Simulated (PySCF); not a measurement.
# [PbCl5]−: other functionals and bases at one geometry

The task here is to estimate one member of a computed series from the others.

Program: PySCF 2.14.0. Level of theory: several levels, as the steps say, no spin–orbit coupling. These are calculated values, not measurements.

2 further runs of the same task are left out: 2 for a known fault of the program.

## Starting geometry

6 atoms, charge -1, spin multiplicity 1.

Bond lengths: Pb1–Cl2 2.468 Å, Pb1–Cl3 2.509 Å, Pb1–Cl4 2.509 Å, Pb1–Cl5 2.509 Å, Pb1–Cl6 2.509 Å. Angles: Cl2–Pb1–Cl3 102.7°, Cl2–Pb1–Cl4 102.7°, Cl2–Pb1–Cl5 102.7°, Cl2–Pb1–Cl6 102.7°, Cl3–Pb1–Cl4 87.2°, Cl3–Pb1–Cl5 154.6°, Cl3–Pb1–Cl6 87.2°, Cl4–Pb1–Cl5 87.2°, Cl4–Pb1–Cl6 154.6°, Cl5–Pb1–Cl6 87.2°.

Coordinates:

```xyz
6
charge -1, multiplicity 1
Pb    0.00000    0.00000   -0.02706
Cl    0.00000    0.00000    2.44112
Cl    2.44753    0.00000   -0.57918
Cl    0.00000    2.44753   -0.57918
Cl   -2.44753    0.00000   -0.57918
Cl    0.00000   -2.44753   -0.57918
```

Formal oxidation states: Pb +4. An earlier session relaxed this geometry at PBE0, Pb def2-SVP with ECP60, Cl def2-SVP (singlet, point group C4v).

At PBE0 on the finer grid: E = -2492.641298 Eh, HOMO -4.05 eV, LUMO -0.31 eV, Mulliken charge on Pb1 +0.82 e, largest force component 0.008 eV/Å. 

Levels to run: TPSSh; HF; B3LYP; CAM-B3LYP; PBE0, TZVP; PBE0, x2c-SVP. Hardware: 2 threads of Arm Neoverse V2, shared host.

Set-up of the first run:

The input, run.py (the lines that set the calculation):

```python
mol = gto.M(atom='''
Pb     0.00000     0.00000    -0.02706
Cl     0.00000     0.00000     2.44112
Cl     2.44753     0.00000    -0.57918
Cl     0.00000     2.44753    -0.57918
Cl    -2.44753     0.00000    -0.57918
Cl     0.00000    -2.44753    -0.57918''',
    basis={'Pb': 'def2-SVP', 'Cl': 'def2-SVP'},
    ecp={'Pb': 'def2-SVP'},
    charge=-1, spin=0)
mf = dft.RKS(mol, xc='TPSSH')
mf.grids.atom_grid = (75, 302)
mf = mf.density_fit()  # fitting sets: Pb def2-universal-JKFIT, Cl def2-universal-JKFIT
mf.conv_tol = 1e-08; mf.max_cycle = 55
mf.kernel(dm0)  # dm0: the density of the relaxed state
```

Run with:

```bash
$ OMP_NUM_THREADS=2 python run.py
```

Steps of the session up to this table: TPSSh; HF; B3LYP; CAM-B3LYP; PBE0, TZVP; PBE0, x2c-SVP.

One table of the session follows, with a row left open; its other results are not shown here.

| level | HOMO (eV) | gap (eV) | charge on Pb1 (e) | dipole (D) | largest force component (eV/Å) |
| --- | --- | --- | --- | --- | --- |
| PBE0 (relaxed here) | -4.05 | 3.74 | 0.82 | 0.18 | 0.01 |
| TPSSh | -3.33 | 2.65 | 0.83 | 0.19 | 0.22 |
| HF | -7.22 | 9.94 | 1.23 | 0.18 | 0.28 |
| B3LYP | -3.63 | 3.27 | 0.78 | 0.17 | 0.36 |
| CAM-B3LYP | ? | ? | ? | ? | ? |
| PBE0, TZVP | -4.46 | 3.76 | 1.10 | 0.09 | 0.33 |
| PBE0, x2c-SVP | -4.01 | 3.73 | 0.90 | 0.18 | 0.16 |

Q: Estimate the row for CAM-B3LYP from the others.

**Answer.** HOMO (eV): -5.31; gap (eV): 6.00; charge on Pb1 (e): 0.78; dipole (D): 0.16; largest force component (eV/Å): 0.09. In the column «HOMO (eV)» it lies between HF (-7.22) and PBE0, TZVP (-4.46).

The dipole of a charged species depends on the origin, so these sizes hold for this origin alone.

In one basis the HOMO–LUMO gap runs from 2.65 eV (TPSSh) to 9.94 eV (HF). The largest leftover force, 0.36 eV/Å with B3LYP, stands at a geometry relaxed at another level. Total energies of different levels can't be compared.
